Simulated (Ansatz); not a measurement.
# ReBi (NiAs type): other levels of theory at one geometry

The task here is to estimate one member of a computed series from the others.

Program: Ansatz 0.2.0. Level of theory: DFT at several levels, plane waves, PAW. These are calculated values, not measurements.

1 further run of the same task is left out (set aside as unsound or not needed). Runs told in other sessions of the task aren't counted.

## The starting structure

Symmetry: P6_3/mmc, No. 194, hexagonal system. Conventional cell: a = 4.561 Å, b = 4.561 Å, c = 5.053 Å, α = 90.00°, β = 90.00°, γ = 120.00°. Re (site symmetry -3m) is surrounded by 2 Re at 2.53 Å and 6 Bi at 2.92 Å. Around Bi (site symmetry -6m2) lie 6 Re at 2.92 Å.

As a file:

```cif
data_structure
_symmetry_space_group_name_H-M 'P 1'
_symmetry_Int_Tables_number 1
_cell_length_a 4.5612
_cell_length_b 4.5612
_cell_length_c 5.0534
_cell_angle_alpha 90.000
_cell_angle_beta 90.000
_cell_angle_gamma 120.000
_cell_volume 91.05
loop_
_atom_site_label
_atom_site_type_symbol
_atom_site_fract_x
_atom_site_fract_y
_atom_site_fract_z
_atom_site_occupancy
Re1 Re 0.00000 0.00000 0.00000 1
Re2 Re 0.00000 0.00000 0.50000 1
Bi1 Bi 0.33333 0.66667 0.25000 1
Bi2 Bi 0.66667 0.33333 0.75000 1
```

An earlier run at PBE left this cell at 22.763 Å³/atom and 0.00 GPa (10×10×6 mesh), a metal on this mesh.

Levels to run: PBE+SOC; r²SCAN; PBEsol; LDA. Hardware: 2 threads of Arm Neoverse V2, shared host.

The first run:

Input file input.yaml:

```yaml
crystal:
  lattice:
    - [4.5612436357, 0.0, 0.0]
    - [-2.2806218178, 3.9501528614, 0.0]
    - [0.0, 0.0, 5.0534271638]
  atoms:
    - { symbol: Re, position: [0.0, 0.0, 0.0] }
    - { symbol: Re, position: [0.0, 0.0, 0.5] }
    - { symbol: Bi, position: [0.3333333333, 0.6666666667, 0.25] }
    - { symbol: Bi, position: [0.6666666667, 0.3333333333, 0.75] }
basis:
  ecutwfc: 420
  ecutrho_ratio: 4
kpoints:
  mp_grid: { grid: [10, 10, 6] }
hamiltonian:
  xc: pbe
scf:
  occupations: { method: gaussian, width: 0.05 }
output:
  forces: true
  stress: true
  eigenvalues: true
  populations: true
  dos: { projected: true, de: 0.02 }
  write_density: true
  write_potential: true
  elf: true
  volumetric_format: npy
magnetization:
  noncollinear: true
  spin_orbit: true
```

Command:

```console
ansatz run input.yaml --threads 2 --pin off --max-ram 2662MiB --backend cpu --events-out ev --progress --plain --runs-dir out
```

Steps of the session up to this table: PBE+SOC; r²SCAN; PBEsol; LDA.

One table of the session follows, with a row left open; its other results are not shown here.

```
  level  pressure (GPa)
    PBE             0.0
    LDA            -7.7
 PBEsol               ?
PBE+SOC             0.6
 r²SCAN            -3.1
```

**Question.** Estimate the row for PBEsol.

**Answer.** pressure (GPa): -5.1. In the column «pressure (GPa)» it lies between LDA (-7.7) and r²SCAN (-3.1).

The pressure runs from -7.7 GPa (LDA) to 0.6 GPa (PBE+SOC); a negative pressure means that level wants a smaller cell, a positive one a larger cell. Total energies of different levels have different zeros and can't be compared.
